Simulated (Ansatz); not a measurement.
# Ta2Si: the cost of one run

Program: Ansatz 0.2.0. Level of theory: DFT PBEsol, scalar-relativistic, plane waves, PAW. These are calculated values, not measurements.

1 further run of the same task is left out (it didn't finish).

## (1) The starting structure

It takes space group I4/mcm (No. 140, tetragonal). The conventional cell has a = 6.176 Å, b = 6.176 Å, c = 5.047 Å, α = 90.00°, β = 90.00°, γ = 90.00°. Ta (site symmetry m2m) has 4 Si at 2.63 Å and 3 Ta at 2.86 to 2.94 Å as nearest neighbours. Si (site symmetry 422) is surrounded by 2 Si at 2.52 Å and 8 Ta at 2.63 Å.

Structure file:

```
CELL_PARAMETERS angstrom
-3.08776 3.08776 2.52364
3.08776 -3.08776 2.52364
3.08776 3.08776 -2.52364
ATOMIC_POSITIONS crystal
Ta 0.66359 0.83641 0.50000
Ta 0.83641 0.33641 0.17281
Ta 0.33641 0.16359 0.50000
Ta 0.16359 0.66359 0.82719
Si 0.25000 0.25000 0.00000
Si 0.75000 0.75000 0.00000
```

The structure comes from the Materials Project (structure only).

## (2) The base run

File input.yaml:

```yaml
crystal:
  lattice:
    - [-3.0877629443, 3.0877629443, 2.5236412193]
    - [3.0877629443, -3.0877629443, 2.5236412193]
    - [3.0877629443, 3.0877629443, -2.5236412193]
  atoms:
    - { symbol: Ta, position: [0.66359321, 0.83640679, 0.5] }
    - { symbol: Ta, position: [0.83640679, 0.33640679, 0.17281358] }
    - { symbol: Ta, position: [0.33640679, 0.16359321, 0.5] }
    - { symbol: Ta, position: [0.16359321, 0.66359321, 0.82718642] }
    - { symbol: Si, position: [0.25, 0.25, 0.0] }
    - { symbol: Si, position: [0.75, 0.75, 0.0] }
basis:
  ecutwfc: 500
  fft_grid_basis: typed
kpoints:
  mp_grid: { grid: [10, 10, 10] }
hamiltonian:
  xc: pbesol
  pseudopotentials: { kind: paw }
scf:
  occupations: { method: gaussian, width: 0.05 }
output:
  forces: true
  stress: true
  eigenvalues: true
  bader: true
  write_density: true
  volumetric_format: npy
  elf: true
```

Started as:

```console
$ ansatz run input.yaml --threads 2 --pin off --max-ram 4096MiB --backend cpu --events-out ev --progress --plain --runs-dir out
```

What time and memory should one allow on 2 threads of Arm Neoverse V1, shared host?

About 47 s, with a peak of 0.59 GiB.
